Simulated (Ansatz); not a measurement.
# Si: from the listed structure to its properties

One table from this session's results is given with a row withheld; the runs are named, their logs left out.

This is Si in the hcp structure; at room conditions it is diamond.

Computed with Ansatz 0.2.0 (DFT r2SCAN, scalar-relativistic, plane waves, PAW, unless a step's input says otherwise).

### The starting structure

The structure is hexagonal, space group P6_3/mmc (No. 194). Conventional cell: a = 2.666 Å, b = 2.666 Å, c = 4.506 Å, α = 90.00°, β = 90.00°, γ = 120.00°. Si (site symmetry -6m2) is surrounded by 12 Si at 2.67 to 2.73 Å.

As a file:

```xyz
2
Lattice="2.6656 0.0000 0.0000 -1.3328 2.3085 0.0000 0.0000 0.0000 4.5063" Properties=species:S:1:pos:R:3 pbc="T T T"
Si    0.0000    1.5390    1.1266
Si    1.3328    0.7695    3.3797
```

Source of the structure: the Materials Project (structure only).

The first run:

(A quick probe on a coarse mesh, which set the mesh and smearing, is not shown.)

Contents of input.yaml:

```yaml
crystal:
  lattice:
    - [2.6655775094, 0.0, 0.0]
    - [-1.3327887547, 2.3084578389, 0.0]
    - [0.0, 0.0, 4.50626927]
  atoms:
    - { symbol: Si, position: [0.33333333, 0.66666667, 0.25] }
    - { symbol: Si, position: [0.66666667, 0.33333333, 0.75] }
basis:
  ecutwfc: 500
kpoints:
  mp_grid: { grid: [18, 18, 10] }
hamiltonian:
  xc: r2scan
scf:
  occupations: { method: gaussian, width: 0.1 }
output:
  forces: true
  stress: true
  eigenvalues: true
  write_density: true
  write_potential: true
  elf: true
  volumetric_format: npy
relax:
  adjacent_minimum: "off"
  f_tol: 0.005
  max_steps: 80
  cell: { stress_tol: 0.05 }
```

Started as:

```bash
$ ansatz run input.yaml --threads 1 --pin off --max-ram 2560MiB --backend cpu --events-out ev --progress --plain --runs-dir out
```

Steps of the session up to this table: The relaxation; Electronic structure at the relaxed geometry; Point at V/V0 = 0.97; Point at V/V0 = 1.03; Volume × 0.94; The cell scaled to 1.06 of its volume.

One of the session's tables, all rows but one given; the rest of the session is left out.

It belongs to the step «Energy against volume». 

```
volume (Å³/atom)  energy above the lowest point (meV/atom)  pressure (GPa)
          12.909                                      15.4            6.32
          13.321                                       3.7            2.86
          13.733                                       0.0            0.00
          14.145                                         ?               ?
          14.557                                      12.7           -4.64
```

**Question.** Estimate the row for volume (Å³/atom) = 14.145.

Worked estimate for «energy above the lowest point (meV/atom)». A straight line through the neighbours (13.733, 0.0) and (14.557, 12.7) gives 0.0 + (12.7 − 0.0) × (14.145 − 13.733) / (14.557 − 13.733) = 6.3; a parabola fitted to 3 rows on both sides gives 3.0.

The run gave: energy above the lowest point (meV/atom): 3.3; pressure (GPa): -2.54. In «energy above the lowest point (meV/atom)» the line misses by +3.0 and the parabola by -0.3.
